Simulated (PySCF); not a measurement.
# C3H6O3S: the cost of one run

Computed with PySCF 2.14.0, with density-fitted response routines of our own, on a single molecule, in the gas phase or a continuum. Atoms count from 0, in the outputs and in this text.

**1. Starting geometry**

13 atoms, charge 0, multiplicity 1; geometry from: GFN2-xTB. The atoms were then displaced at random by about 0.01 Å, so the start is not that level's minimum.

Bonds of the start (Å): C0–C1 1.28, C1–S2 1.78, S2–O3 1.44, S2–O4 1.42, S2–O5 1.63, O5–C6 1.43, C0–H7 1.07, C0–H8 1.09, C1–H9 1.08, C6–H10 1.07, C6–H11 1.10, C6–H12 1.09.

**2. Geometry optimisation at PBE0-D3(BJ)/def2-SVP**

What the job is given:

```
{"job": {"xc": "PBE0", "basis": "def2-SVP", "d3": "d3bj", "grid": 1, "shake": 0.01, "kind": "geom"}, "charge": 0, "multiplicity": 1}
C     -2.250500     0.545810     0.132460
C     -1.270090    -0.270060     0.037680
S     -0.059410    -0.019490    -1.247310
O      0.436440    -1.290600    -1.718620
O     -0.504240     0.954950    -2.173230
O      1.155130     0.675240    -0.405240
C      2.076770    -0.188620     0.255140
H     -3.029170     0.496110     0.870410
H     -2.341440     1.385640    -0.560710
H     -1.085950    -1.121330     0.677300
H      3.040750     0.280960     0.229500
H      1.769940    -0.327520     1.302610
H      2.067600    -1.137980    -0.271570
```

On the command line:

```console
$ OMP_NUM_THREADS=1 python probes_run.py task.json out
```

One launch serves the whole session: the jobs run in the order shown.

**Question.** How long does this first job take on 1 thread of Arm Neoverse V1, shared host, and how much memory does it need?

About 68 s, with a peak of 0.52 GiB.
